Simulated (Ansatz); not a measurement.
# H₄MoN₂O₂: small, medium and large basis sets

How large a basis does H₄MoN₂O₂ need? Two functionals are run in growing sets.

The runs use Ansatz 0.2.0, Gaussian basis; one geometry, several basis sets.

Levels to be run: PBE0-D4/def2-SVP; ωB97M-V/def2-SVP; PBE0-D4/def2-QZVPP; ωB97M-V/def2-QZVPP; the functionals' def2-TZVPP values are taken from earlier runs.

1 further run of the same task is left out (for a known fault of the program).

**1. The geometry**

All runs share one geometry, relaxed beforehand with PBE0-D4 in a triple-zeta def2 set. Mo takes the def2 core potential; no spin-orbit term is included.

SMILES `[NH2][Mo]([NH2])(=[O])=[O]`, 9 atoms, charge 0, spin multiplicity 1.

Atoms are counted from 1 here; the program's logs count them from 0.

Bond lengths: N1–Mo2 1.932 Å, N1–H6 1.008 Å, N1–H7 1.008 Å, Mo2–N3 1.932 Å, Mo2–O4 1.683 Å, Mo2–O5 1.683 Å, N3–H8 1.008 Å, N3–H9 1.008 Å. Angles: Mo2–N1–H6 123.9°, Mo2–N1–H7 123.9°, H6–N1–H7 111.9°, N1–Mo2–N3 111.3°, N1–Mo2–O4 107.9°, N1–Mo2–O5 107.8°, N3–Mo2–O4 107.8°, N3–Mo2–O5 107.9°, O4–Mo2–O5 114.2°, Mo2–N3–H8 123.9°, Mo2–N3–H9 123.9°, H8–N3–H9 111.9°.

Geometry (Å):

```tsv
atom	x (Å)	y (Å)	z (Å)
N1	-0.4878	1.4684	0.5907
Mo2	0.5934	0.0940	-0.2304
N3	-0.3362	-1.5990	-0.2708
O4	0.8941	0.5552	-1.8207
O5	1.9786	-0.1000	0.7055
H6	-1.0811	2.0998	0.0748
H7	-0.4387	1.7132	1.5676
H8	-0.8808	-1.9223	-1.0553
H9	-0.2413	-2.3093	0.4386
```

**2. PBE0-D4 in def2-SVP**

in.yaml

```yaml
crystal:
  periodic: [false, false, false]
  atoms:
    - {symbol: N, position_ang: [-0.487828, 1.468444, 0.590692]}
    - {symbol: Mo, position_ang: [0.593369, 0.094014, -0.230351]}
    - {symbol: N, position_ang: [-0.336241, -1.599014, -0.270775]}
    - {symbol: O, position_ang: [0.894066, 0.555182, -1.820664]}
    - {symbol: O, position_ang: [1.978575, -0.100028, 0.705461]}
    - {symbol: H, position_ang: [-1.081087, 2.099764, 0.074828]}
    - {symbol: H, position_ang: [-0.438662, 1.713214, 1.567579]}
    - {symbol: H, position_ang: [-0.880845, -1.922300, -1.055332]}
    - {symbol: H, position_ang: [-0.241338, -2.309277, 0.438562]}
basis:
  gaussian: {orbitals: def2-SVP}
hamiltonian: {xc: pbe0, dispersion: d4}
output: {orbitals: {seedname: orbitals}}
```

Run with:

```bash
$ ansatz run in.yaml --threads 4 --pin off --events-out ev --progress --plain --max-ram 10444MiB
```

The runs that follow: ωB97M-V in def2-SVP; PBE0-D4 in def2-QZVPP; ωB97M-V in def2-QZVPP.

Q: Predict the results of all the runs planned. Wanted: PBE0-D4: double and triple zeta above quadruple; ωB97M-V: double and triple zeta above quadruple.

As calculated:

| quantity | value |
| --- | --- |
| PBE0-D4: double and triple zeta above quadruple | 9.92, 0.52 eV |
| ωB97M-V: double and triple zeta above quadruple | 10.16, 0.50 eV |

For PBE0-D4 the step from double to triple zeta gains 9.40 eV and the next only 0.52 eV. These are total energies; as a rule much of such shifts cancels in differences, which this series doesn't test.
